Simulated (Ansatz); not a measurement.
# Rh: energy over the lattice constants a and c

How does the energy of Rh (P6_3/mmc, No. 194; 4 atoms in the cell) change over two coordinates at once? A grid of runs gives the map.

Method: DFT PBEsol, scalar-relativistic, plane waves, PAW, in Ansatz 0.2.0.

18 further runs of the same task are left out: 18 set aside as unsound or not needed. Runs told in other sessions of the task aren't counted.

### 1 Starting point

The structure is hexagonal, space group P6_3/mmc (No. 194). The conventional cell has a = 2.676 Å, b = 2.676 Å, c = 8.728 Å, α = 90.00°, β = 90.00°, γ = 120.00°. Rh (site symmetry -3m) has 12 Rh at 2.67 to 2.68 Å in its first shell of neighbours. Around Rh (site symmetry -6m2) lie 12 Rh at 2.67 to 2.68 Å.

Structure file:

```
CELL_PARAMETERS angstrom
2.67556 0.00000 0.00000
-1.33778 2.31711 0.00000
0.00000 0.00000 8.72751
ATOMIC_POSITIONS crystal
Rh 0.00000 0.00000 0.00000
Rh 0.33333 0.66667 0.25000
Rh 0.00000 0.00000 0.50000
Rh 0.66667 0.33333 0.75000
```

It goes back to an entry of the Materials Project, which need not be the stable form.

This cell was relaxed beforehand with the same method: volume 13.53 Å³/atom, gap on the mesh none (metal).

### 2 The grid

The energy is mapped over the lattice constants a and c of the conventional cell.

The axes are (1) lattice constant a (and b): 7 values from 2.595 to 2.756 Å; (2) lattice constant c: 7 values from 8.029 to 9.426 Å.

Nothing else is relaxed (symmetry fixes all fractional coordinates). Energies count from the relaxed crystal. Points are written as (first, second).

Below, 8 of the grid's runs; all are launched alike.

### 3 Point (2.595 Å, 8.495 Å)

Input file input.yaml:

```yaml
crystal:
  lattice:
    - [2.5953, 0.0, 0.0]
    - [-1.29765, 2.2475957304, 0.0]
    - [0.0, 0.0, 8.4948]
  atoms:
    - { symbol: Rh, position: [0.0, 0.0, 0.0] }
    - { symbol: Rh, position: [0.3333333333, 0.6666666667, 0.25] }
    - { symbol: Rh, position: [0.0, 0.0, 0.5] }
    - { symbol: Rh, position: [0.6666666667, 0.3333333333, 0.75] }
basis:
  ecutwfc: 420
kpoints:
  mp_grid: { grid: [18, 18, 6] }
hamiltonian:
  xc: pbesol
  pseudopotentials: { kind: paw, azcp: { folder: soft_1 } }
scf:
  occupations: { method: gaussian, width: 0.15 }
output:
  forces: true
  stress: true
  eigenvalues: true
```

The run is started by

```
> ansatz run input.yaml --threads 2 --pin off --max-ram 4096MiB --backend cpu --events-out ev --progress --plain --runs-dir out
```

Standard output, cut to the lines that bear on the results:

```text
Warning: <dir> the record states the generating functional pbe (its physics header spells it `PBE`), which answers neither for hamiltonian.xc's functional nor for the pbesol family's — results may be inconsistent (PPs are generated against a specific XC)
Warning: RAYON_NUM_THREADS=2 ignored (pool sized by the plan → 2); use --threads N
[...]
Pseudopotentials: kind: paw
Pseudopotential: Rh, paw, valence charge 17, recommended cutoff 420 eV (normal), <dir>
Functional definition: PBEsol
[...]
Crystal: 4 atoms, lattice volume = 49.552 Å³
Basis set: ecut = 420 eV, 995 PW (Γ), exchange–correlation on 36×36×120 points (8 copies of the dense FFT grid, shifted against one another)
Bands: 41, of which v1, the nominal top of the filled ones, is band 34 counted from 1 (33 counted from 0)
Symmetry: 24 space group operations
Space group: P63/mmc (ITA 194), of the structure as read, at distance tolerance 3.7e-5 Å
k-points: 148 of 1944
[...]
SCF iter   1: F=—  HF=-25356.828627 eV  |F-HF|=—  |Δ(HF+E_count)|=         —  Δρ=1.22e-1  dr2=6.50e0  ethr=3.10e-3  ⟨swp⟩=5.4  Hψ=19722  notcnv=0  defer=6
[...]
SCF iter   7: F=-25354.687756 eV  HF=-25354.687756 eV  |F-HF|=3.85e-8  |Δ(HF+E_count)|=   1.08e-7  Δρ=1.34e-5  dr2=6.31e-8  ethr=1.47e-10  ⟨swp⟩=7.6  Hψ=22703  notcnv=0
[...]
SCF converged after 7 iterations
Free energy (F): -25354.687756 eV
[...]
E sigma→0 (E₀):  -25354.661042 eV
Entropy (-TS):   -0.053428 eV (-13.357 meV/atom)
Fermi energy:    25.458623 eV
[...]
--- Forces (eV/Å), atoms counted from 1 ---
  atom   1  Rh     0.00000000     0.00000000     0.00000000
  atom   2  Rh     0.00000000    -0.00000000     0.00000000
  atom   3  Rh     0.00000000     0.00000000     0.00000000
  atom   4  Rh     0.00000000     0.00000000     0.00000000
[...]
--- Stress (GPa, compression-positive) ---
       33.015551       0.000000       0.000000
       -0.000000      33.015551       0.000000
        0.000000       0.000000      31.394485
  P = ⅓ Tr σ = 32.4752 GPa (324.752 kbar)
--- Band table (eV; the first three rows and the last of 148) ---
[...]
```

It took 7.9 s on 2 threads of Arm Neoverse V1, shared host; peak memory 0.46 GiB.

On the map this point reads 106 meV/atom.

### 4 Point (2.756 Å, 9.426 Å)

Changes to input.yaml since step 3:

```diff
@@ -2,5 +2,5 @@
   lattice:
-    - [2.5953, 0.0, 0.0]
-    - [-1.29765, 2.2475957304, 0.0]
-    - [0.0, 0.0, 8.4948]
+    - [2.7558, 0.0, 0.0]
+    - [-1.3779, 2.3865928077, 0.0]
+    - [0.0, 0.0, 9.4257]
   atoms:
```

The run is started by

```
> ansatz run input.yaml --threads 2 --pin off --max-ram 4096MiB --backend cpu --events-out ev --progress --plain --runs-dir out
```

Standard output, cut to the lines that bear on the results:

```text
Warning: <dir> the record states the generating functional pbe (its physics header spells it `PBE`), which answers neither for hamiltonian.xc's functional nor for the pbesol family's — results may be inconsistent (PPs are generated against a specific XC)
Warning: RAYON_NUM_THREADS=2 ignored (pool sized by the plan → 2); use --threads N
[...]
Pseudopotentials: kind: paw
Pseudopotential: Rh, paw, valence charge 17, recommended cutoff 420 eV (normal), <dir>
Functional definition: PBEsol
[...]
Crystal: 4 atoms, lattice volume = 61.993 Å³
Basis set: ecut = 420 eV, 1201 PW (Γ), exchange–correlation on 40×40×128 points (8 copies of the dense FFT grid, shifted against one another)
Bands: 41, of which v1, the nominal top of the filled ones, is band 34 counted from 1 (33 counted from 0)
Symmetry: 24 space group operations
Space group: P63/mmc (ITA 194), of the structure as read, at distance tolerance 4.0e-5 Å
k-points: 148 of 1944
[...]
SCF iter   1: F=—  HF=-25356.702393 eV  |F-HF|=—  |Δ(HF+E_count)|=         —  Δρ=1.15e-1  dr2=8.33e0  ethr=3.10e-3  ⟨swp⟩=4.8  Hψ=18458  notcnv=0
[...]
SCF iter   8: F=-25354.256576 eV  HF=-25354.256576 eV  |F-HF|=1.31e-9  |Δ(HF+E_count)|=   3.36e-8  Δρ=3.66e-6  dr2=3.92e-9  ethr=1.47e-10  ⟨swp⟩=4.0  Hψ=19008  notcnv=0
[...]
SCF converged after 8 iterations
Free energy (F): -25354.256576 eV
[...]
E sigma→0 (E₀):  -25354.217416 eV
Entropy (-TS):   -0.078321 eV (-19.580 meV/atom)
Fermi energy:    19.034482 eV
[...]
--- Forces (eV/Å), atoms counted from 1 ---
  atom   1  Rh     0.00000000    -0.00000000     0.00000000
  atom   2  Rh    -0.00000000    -0.00000000     0.00000000
  atom   3  Rh     0.00000000    -0.00000000     0.00000000
  atom   4  Rh     0.00000000     0.00000000     0.00000000
[...]
--- Stress (GPa, compression-positive) ---
      -24.174466       0.000000       0.000000
        0.000000     -24.174466       0.000000
        0.000000       0.000000     -34.154641
  P = ⅓ Tr σ = -27.5012 GPa (-275.012 kbar)
--- Band table (eV; the first three rows and the last of 148) ---
[...]
```

Wall time 10 s (2 threads of Arm Neoverse V1, shared host); peak memory 0.5 GiB.

Energy on the map's scale: 214 meV/atom.

### 5 Grid point (2.622 Å, 9.426 Å)

Changes to input.yaml since step 4:

```diff
@@ -2,4 +2,4 @@
   lattice:
-    - [2.7558, 0.0, 0.0]
-    - [-1.3779, 2.3865928077, 0.0]
+    - [2.6221, 0.0, 0.0]
+    - [-1.31105, 2.2708052113, 0.0]
     - [0.0, 0.0, 9.4257]
@@ -23 +23,5 @@
   eigenvalues: true
+  write_density: true
+  write_potential: true
+  elf: true
+  volumetric_format: npy
```

The run is started by

```
> ansatz run input.yaml --threads 2 --pin off --max-ram 4096MiB --backend cpu --events-out ev --progress --plain --runs-dir out
```

Standard output, cut to the lines that bear on the results:

```text
[...]
SCF converged after 8 iterations
Free energy (F): -25354.691195 eV
[...]
E sigma→0 (E₀):  -25354.657276 eV
Entropy (-TS):   -0.067837 eV (-16.959 meV/atom)
Fermi energy:    21.677947 eV
[...]
--- Forces (eV/Å), atoms counted from 1 ---
  atom   1  Rh     0.00000000    -0.00000000    -0.00000000
  atom   2  Rh    -0.00000000     0.00000000    -0.00000000
  atom   3  Rh     0.00000000    -0.00000000     0.00000000
  atom   4  Rh     0.00000000    -0.00000000     0.00000000
[...]
--- Stress (GPa, compression-positive) ---
        4.017399      -0.000000      -0.000000
        0.000000       4.017399       0.000000
       -0.000000       0.000000     -27.424659
  P = ⅓ Tr σ = -6.4633 GPa (-64.633 kbar)
--- Band table (eV; the first three rows and the last of 148) ---
[...]
```

Wall time 14 s (2 threads of Arm Neoverse V1, shared host); peak memory 0.49 GiB.

Density in a lattice plane of the grid's cell (edges 2.62 and 9.43 Å, at 0.000 of the third edge), which holds Rh.

Values in e/Å³, 12 rows by 6 columns:
```
 2.01  1.08  0.39  0.25  0.39  1.08
 0.26  0.28  0.38  0.47  0.38  0.28
 0.32  0.46  1.25  2.39  1.26  0.46
 0.26  0.28  0.38  0.47  0.38  0.28
 2.01  1.08  0.39  0.25  0.39  1.08
14.80  8.39  1.44  0.40  1.44  8.39
 2.01  1.08  0.39  0.25  0.39  1.08
 0.26  0.28  0.38  0.47  0.38  0.28
 0.32  0.46  1.26  2.39  1.25  0.46
 0.26  0.28  0.38  0.47  0.38  0.28
 2.01  1.08  0.39  0.25  0.39  1.08
14.80  8.39  1.44  0.40  1.44  8.39
```
Columns run along the first of these edges and rows up along the second, over one cell in 6 and 12 even steps from the bottom left corner. Atoms in the plane (fractional): Rh at (0.00, 0.00), Rh at (0.00, 0.50).

ELF in the same plane.

Ten even steps from ' ' (0.20) to '@' (0.77):
```
%%**..  ..**
..          
            
..  ..::..  
..  ::==::  
..  ..::..  
            
..          
%%**..  ..**
@@%%::..::%%
%%**..  ..**
..          
            
..  ..::..  
..  ::==::  
..  ..::..  
            
..          
%%**..  ..**
@@%%::..::%%
```
Columns run along the first of these edges and rows up along the second, over one cell in 6 and 20 even steps from the bottom left corner. Atoms in the plane (fractional): Rh at (0.00, 0.00), Rh at (0.00, 0.50).

Both are smooth fields of the valence electrons: close to the nuclei they are not physical.

That is 105 meV/atom from the zero.

### 6 Point (2.676 Å, 8.960 Å)

Changes to input.yaml since step 5:

```diff
@@ -2,5 +2,5 @@
   lattice:
-    - [2.6221, 0.0, 0.0]
-    - [-1.31105, 2.2708052113, 0.0]
-    - [0.0, 0.0, 9.4257]
+    - [2.6755648908, 0.0, 0.0]
+    - [-1.3377824454, 2.3171071649, 0.0]
+    - [0.0, 0.0, 8.9602]
   atoms:
@@ -23,5 +23 @@
   eigenvalues: true
-  write_density: true
-  write_potential: true
-  elf: true
-  volumetric_format: npy
```

The run is started by

```
> ansatz run input.yaml --threads 2 --pin off --max-ram 4096MiB --backend cpu --events-out ev --progress --plain --runs-dir out
```

Standard output, cut to the lines that bear on the results:

```text
Warning: <dir> the record states the generating functional pbe (its physics header spells it `PBE`), which answers neither for hamiltonian.xc's functional nor for the pbesol family's — results may be inconsistent (PPs are generated against a specific XC)
Warning: RAYON_NUM_THREADS=2 ignored (pool sized by the plan → 2); use --threads N
[...]
Pseudopotentials: kind: paw
Pseudopotential: Rh, paw, valence charge 17, recommended cutoff 420 eV (normal), <dir>
Functional definition: PBEsol
[...]
Crystal: 4 atoms, lattice volume = 55.549 Å³
Basis set: ecut = 420 eV, 1091 PW (Γ), exchange–correlation on 36×36×120 points (8 copies of the dense FFT grid, shifted against one another)
Bands: 41, of which v1, the nominal top of the filled ones, is band 34 counted from 1 (33 counted from 0)
Symmetry: 24 space group operations
Space group: P63/mmc (ITA 194), of the structure as read, at distance tolerance 3.8e-5 Å
k-points: 148 of 1944
[...]
SCF iter   1: F=—  HF=-25357.426599 eV  |F-HF|=—  |Δ(HF+E_count)|=         —  Δρ=1.20e-1  dr2=7.62e0  ethr=3.10e-3  ⟨swp⟩=5.0  Hψ=18961  notcnv=0  defer=2
[...]
SCF iter   8: F=-25355.052385 eV  HF=-25355.052385 eV  |F-HF|=4.73e-10  |Δ(HF+E_count)|=   2.90e-8  Δρ=2.24e-6  dr2=1.52e-9  ethr=1.47e-10  ⟨swp⟩=4.0  Hψ=17801  notcnv=0
[...]
SCF converged after 8 iterations
Free energy (F): -25355.052385 eV
[...]
E sigma→0 (E₀):  -25355.020237 eV
Entropy (-TS):   -0.064295 eV (-16.074 meV/atom)
Fermi energy:    22.001607 eV
[...]
--- Forces (eV/Å), atoms counted from 1 ---
  atom   1  Rh    -0.00000000    -0.00000000     0.00000000
  atom   2  Rh    -0.00000000    -0.00000000     0.00000000
  atom   3  Rh    -0.00000000     0.00000000     0.00000000
  atom   4  Rh     0.00000000     0.00000000     0.00000000
[...]
--- Stress (GPa, compression-positive) ---
       -3.958948       0.000000       0.000000
       -0.000000      -3.958948       0.000000
        0.000000       0.000000     -12.874227
  P = ⅓ Tr σ = -6.9307 GPa (-69.307 kbar)
--- Band table (eV; the first three rows and the last of 148) ---
[...]
```

It took 9.3 s on 2 threads of Arm Neoverse V1, shared host; peak memory 0.48 GiB.

That is 15 meV/atom from the zero.

### 7 Grid point (2.756 Å, 9.193 Å)

Changes to input.yaml since step 6:

```diff
@@ -2,5 +2,5 @@
   lattice:
-    - [2.6755648908, 0.0, 0.0]
-    - [-1.3377824454, 2.3171071649, 0.0]
-    - [0.0, 0.0, 8.9602]
+    - [2.7558, 0.0, 0.0]
+    - [-1.3779, 2.3865928077, 0.0]
+    - [0.0, 0.0, 9.193]
   atoms:
```

The run is started by

```
> ansatz run input.yaml --threads 2 --pin off --max-ram 4096MiB --backend cpu --events-out ev --progress --plain --runs-dir out
```

Standard output, cut to the lines that bear on the results:

```text
[...]
SCF converged after 8 iterations
Free energy (F): -25354.554468 eV
[...]
E sigma→0 (E₀):  -25354.516949 eV
Entropy (-TS):   -0.075037 eV (-18.759 meV/atom)
Fermi energy:    19.687683 eV
[...]
--- Forces (eV/Å), atoms counted from 1 ---
  atom   1  Rh    -0.00000000    -0.00000000     0.00000000
  atom   2  Rh     0.00000000    -0.00000000     0.00000000
  atom   3  Rh     0.00000000    -0.00000000     0.00000000
  atom   4  Rh     0.00000000     0.00000000     0.00000000
[...]
--- Stress (GPa, compression-positive) ---
      -22.521952       0.000000       0.000000
       -0.000000     -22.521952       0.000000
        0.000000       0.000000     -27.902191
  P = ⅓ Tr σ = -24.3154 GPa (-243.154 kbar)
--- Band table (eV; the first three rows and the last of 148) ---
[...]
```

Wall time 9.8 s (2 threads of Arm Neoverse V1, shared host); peak memory 0.5 GiB.

Energy on the map's scale: 139 meV/atom.

### 8 Grid point (2.595 Å, 9.193 Å)

Changes to input.yaml since step 7:

```diff
@@ -2,4 +2,4 @@
   lattice:
-    - [2.7558, 0.0, 0.0]
-    - [-1.3779, 2.3865928077, 0.0]
+    - [2.5953, 0.0, 0.0]
+    - [-1.29765, 2.2475957304, 0.0]
     - [0.0, 0.0, 9.193]
```

The run is started by

```
> ansatz run input.yaml --threads 2 --pin off --max-ram 4096MiB --backend cpu --events-out ev --progress --plain --runs-dir out
```

Standard output, cut to the lines that bear on the results:

```text
Warning: <dir> the record states the generating functional pbe (its physics header spells it `PBE`), which answers neither for hamiltonian.xc's functional nor for the pbesol family's — results may be inconsistent (PPs are generated against a specific XC)
Warning: RAYON_NUM_THREADS=2 ignored (pool sized by the plan → 2); use --threads N
[...]
Pseudopotentials: kind: paw
Pseudopotential: Rh, paw, valence charge 17, recommended cutoff 420 eV (normal), <dir>
Functional definition: PBEsol
[...]
Crystal: 4 atoms, lattice volume = 53.624 Å³
Basis set: ecut = 420 eV, 1069 PW (Γ), exchange–correlation on 36×36×128 points (8 copies of the dense FFT grid, shifted against one another)
Bands: 41, of which v1, the nominal top of the filled ones, is band 34 counted from 1 (33 counted from 0)
Symmetry: 24 space group operations
Space group: P63/mmc (ITA 194), of the structure as read, at distance tolerance 3.8e-5 Å
k-points: 148 of 1944
[...]
SCF iter   1: F=—  HF=-25357.062974 eV  |F-HF|=—  |Δ(HF+E_count)|=         —  Δρ=1.20e-1  dr2=7.10e0  ethr=3.10e-3  ⟨swp⟩=5.2  Hψ=19327  notcnv=0  defer=7
[...]
SCF iter   7: F=-25354.811602 eV  HF=-25354.811602 eV  |F-HF|=5.49e-8  |Δ(HF+E_count)|=   1.28e-7  Δρ=1.52e-5  dr2=9.27e-8  ethr=1.47e-10  ⟨swp⟩=7.6  Hψ=23532  notcnv=0
[...]
SCF converged after 7 iterations
Free energy (F): -25354.811602 eV
[...]
E sigma→0 (E₀):  -25354.780896 eV
Entropy (-TS):   -0.061413 eV (-15.353 meV/atom)
Fermi energy:    22.998785 eV
[...]
--- Forces (eV/Å), atoms counted from 1 ---
  atom   1  Rh     0.00000000     0.00000000     0.00000000
  atom   2  Rh     0.00000000     0.00000000    -0.00000000
  atom   3  Rh     0.00000000    -0.00000000     0.00000000
  atom   4  Rh     0.00000000    -0.00000000     0.00000000
[...]
--- Stress (GPa, compression-positive) ---
       16.188809      -0.000000      -0.000000
        0.000000      16.188809      -0.000000
       -0.000000      -0.000000     -16.178339
  P = ⅓ Tr σ = 5.3998 GPa (53.998 kbar)
--- Band table (eV; the first three rows and the last of 148) ---
[...]
```

It took 8.2 s on 2 threads of Arm Neoverse V1, shared host; peak memory 0.47 GiB.

That is 75 meV/atom from the zero.

### 9 The run at (2.729 Å, 8.960 Å)

Changes to input.yaml since step 8:

```diff
@@ -2,5 +2,5 @@
   lattice:
-    - [2.5953, 0.0, 0.0]
-    - [-1.29765, 2.2475957304, 0.0]
-    - [0.0, 0.0, 9.193]
+    - [2.7291, 0.0, 0.0]
+    - [-1.36455, 2.3634699295, 0.0]
+    - [0.0, 0.0, 8.9602]
   atoms:
```

The run is started by

```
> ansatz run input.yaml --threads 2 --pin off --max-ram 4096MiB --backend cpu --events-out ev --progress --plain --runs-dir out
```

Standard output, cut to the lines that bear on the results:

```text
[...]
SCF converged after 8 iterations
Free energy (F): -25354.911133 eV
[...]
E sigma→0 (E₀):  -25354.876387 eV
Entropy (-TS):   -0.069491 eV (-17.373 meV/atom)
Fermi energy:    20.899562 eV
[...]
--- Forces (eV/Å), atoms counted from 1 ---
  atom   1  Rh     0.00000000     0.00000000     0.00000000
  atom   2  Rh     0.00000000    -0.00000000     0.00000000
  atom   3  Rh     0.00000000     0.00000000     0.00000000
  atom   4  Rh     0.00000000     0.00000000     0.00000000
[...]
--- Stress (GPa, compression-positive) ---
      -15.612261       0.000000       0.000000
        0.000000     -15.612261       0.000000
        0.000000       0.000000     -17.608224
  P = ⅓ Tr σ = -16.2776 GPa (-162.776 kbar)
--- Band table (eV; the first three rows and the last of 148) ---
[...]
```

It took 9.4 s on 2 threads of Arm Neoverse V1, shared host; peak memory 0.49 GiB.

Energy on the map's scale: 50 meV/atom.

### 10 The run at (2.729 Å, 8.262 Å)

Changes to input.yaml since step 9:

```diff
@@ -4,3 +4,3 @@
     - [-1.36455, 2.3634699295, 0.0]
-    - [0.0, 0.0, 8.9602]
+    - [0.0, 0.0, 8.262]
   atoms:
```

The run is started by

```
> ansatz run input.yaml --threads 2 --pin off --max-ram 4096MiB --backend cpu --events-out ev --progress --plain --runs-dir out
```

Standard output, cut to the lines that bear on the results:

```text
[...]
SCF converged after 8 iterations
Free energy (F): -25354.865664 eV
[...]
E sigma→0 (E₀):  -25354.834056 eV
Entropy (-TS):   -0.063217 eV (-15.804 meV/atom)
Fermi energy:    23.233765 eV
[...]
--- Forces (eV/Å), atoms counted from 1 ---
  atom   1  Rh     0.00000000     0.00000000     0.00000000
  atom   2  Rh     0.00000000    -0.00000000     0.00000000
  atom   3  Rh    -0.00000000    -0.00000000     0.00000000
  atom   4  Rh     0.00000000     0.00000000     0.00000000
[...]
--- Stress (GPa, compression-positive) ---
       -2.312434      -0.000000       0.000000
        0.000000      -2.312434       0.000000
        0.000000       0.000000      25.450787
  P = ⅓ Tr σ = 6.9420 GPa (69.420 kbar)
--- Band table (eV; the first three rows and the last of 148) ---
[...]
```

Run time: 8.4 s. Hardware: 2 threads of Arm Neoverse V1, shared host; peak memory 0.47 GiB.

On the map this point reads 62 meV/atom.

### 11 All points together

49 points were computed. Energies in meV/atom, from the relaxed crystal:

```tsv
lattice constant c (Å) ↓, lattice constant a (and b) (Å) →	2.595	2.622	2.649	2.676	2.702	2.729	2.756
9.426	120	105	105	117	140	173	214
9.193	75	55	49	56	74	102	139
8.960	53	26	14	15	27	50	82
8.728	61	26	6	0	6	22	47
8.495	106	62	33	18	15	23	41
8.262	197	141	102	76	63	62	70
8.029	345	275	222	184	159	145	142
```

On the same grid, pressure (GPa):

| lattice constant c (Å) ↓, lattice constant a (and b) (Å) → | 2.595 | 2.622 | 2.649 | 2.676 | 2.702 | 2.729 | 2.756 |
| --- | --- | --- | --- | --- | --- | --- | --- |
| 9.426 | 0 | −6 | −12 | −17 | −21 | −24 | −28 |
| 9.193 | 5 | −1 | −7 | −12 | −17 | −21 | −24 |
| 8.960 | 12 | 5 | −1 | −7 | −12 | −16 | −20 |
| 8.728 | 21 | 13 | 6 | 0 | −5 | −10 | −15 |
| 8.495 | 32 | 24 | 16 | 9 | 3 | −3 | −7 |
| 8.262 | 46 | 36 | 28 | 20 | 13 | 7 | 1 |
| 8.029 | 63 | 52 | 42 | 34 | 26 | 19 | 13 |

### 12 Outcome

| quantity | value |
| --- | --- |
| lowest point | (2.676 Å, 8.728 Å), 0 meV/atom |
| highest computed point | (2.595 Å, 8.029 Å), 345 meV/atom above the lowest |
| pressure (GPa) | −28 at (2.756 Å, 9.426 Å) to 63 at (2.595 Å, 8.029 Å); 0 at the lowest point |
| time for all points | 8 min on 2 threads, shared host |

**Reading.** The lowest computed point is at (2.676 Å, 8.728 Å), which is the relaxed crystal itself. The grid shows no well of another kind. The highest computed point, (2.595 Å, 8.029 Å), lies 345 meV/atom above the lowest. Round the minimum the valley is somewhat tilted: raising lattice constant a (and b) shifts the best value of lattice constant c downwards (coupling k₁₂/√(k₁₁k₂₂) about 0.4).
